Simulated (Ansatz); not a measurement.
# GdCl3: the cost of one run

Method: DFT LDA+U (U_eff = 4 eV on Gd f), plane waves, PAW, no spin–orbit coupling unless a run says so, in Ansatz 0.2.0.

### Step 1. The system as given

Symmetry: Pm-3m, No. 221, cubic system. Conventional cell: a = 5.532 Å, b = 5.532 Å, c = 5.532 Å, α = 90.00°, β = 90.00°, γ = 90.00°. Gd (site symmetry m-3m) has 6 Cl at 2.77 Å in its first shell of neighbours. Cl (site symmetry 4/mmm) has 2 Gd at 2.77 Å in its first shell of neighbours.

Coordinates:

```cif
data_structure
_symmetry_space_group_name_H-M 'Pm-3m'
_symmetry_Int_Tables_number 221
_cell_length_a 5.5324
_cell_length_b 5.5324
_cell_length_c 5.5324
_cell_angle_alpha 90.000
_cell_angle_beta 90.000
_cell_angle_gamma 90.000
_cell_volume 169.33
loop_
_atom_site_label
_atom_site_type_symbol
_atom_site_symmetry_multiplicity
_atom_site_Wyckoff_symbol
_atom_site_fract_x
_atom_site_fract_y
_atom_site_fract_z
_atom_site_occupancy
Gd1 Gd 1 a 0.00000 0.00000 0.00000 1
Cl1 Cl 3 d 0.50000 0.00000 0.00000 1
```

Magnetic order typed: ferromagnetic.

An earlier series on this cell reached its lowest free state from «random orbitals: fully mixed, first filling», perhaps among other starts.

### Step 2. From atoms, default search

File input.yaml:

```yaml
crystal:
  lattice:
    - [5.53239841, 0.0, 0.0]
    - [0.0, 5.53239841, 0.0]
    - [0.0, 0.0, 5.53239841]
  atoms:
    - { symbol: Gd, position: [0.0, 0.0, 0.0], spin: 7.0 }
    - { symbol: Cl, position: [0.5, 0.0, 0.0] }
    - { symbol: Cl, position: [0.0, 0.0, 0.5] }
    - { symbol: Cl, position: [0.0, 0.5, 0.0] }
basis:
  ecutwfc: 420
  ecutrho_ratio: 4
kpoints:
  mp_grid: { grid: [4, 4, 4] }
hamiltonian:
  xc: lda
  hubbard: { sites: [{ site: 0, l: f, u_eff: 4.0 }] }
scf:
  occupations: { method: gaussian, width: 0.05 }
output:
  forces: true
  stress: true
  eigenvalues: true
  populations: true
  hubbard: { sites: [{ site: 0, l: f }] }
  write_density: true
  write_potential: true
  elf: true
  volumetric_format: npy
magnetization:
  spin_polarized: true
```

Started as:

```sh
$ ansatz run input.yaml --threads 4 --pin off --max-ram 6144MiB --backend cpu --events-out ev --progress --plain --runs-dir out
```

**Question.** How long does this run take on 4 threads of Arm Neoverse V1, shared host, and how much memory does it need?

About 3.7 s, with a peak of 0.53 GiB.
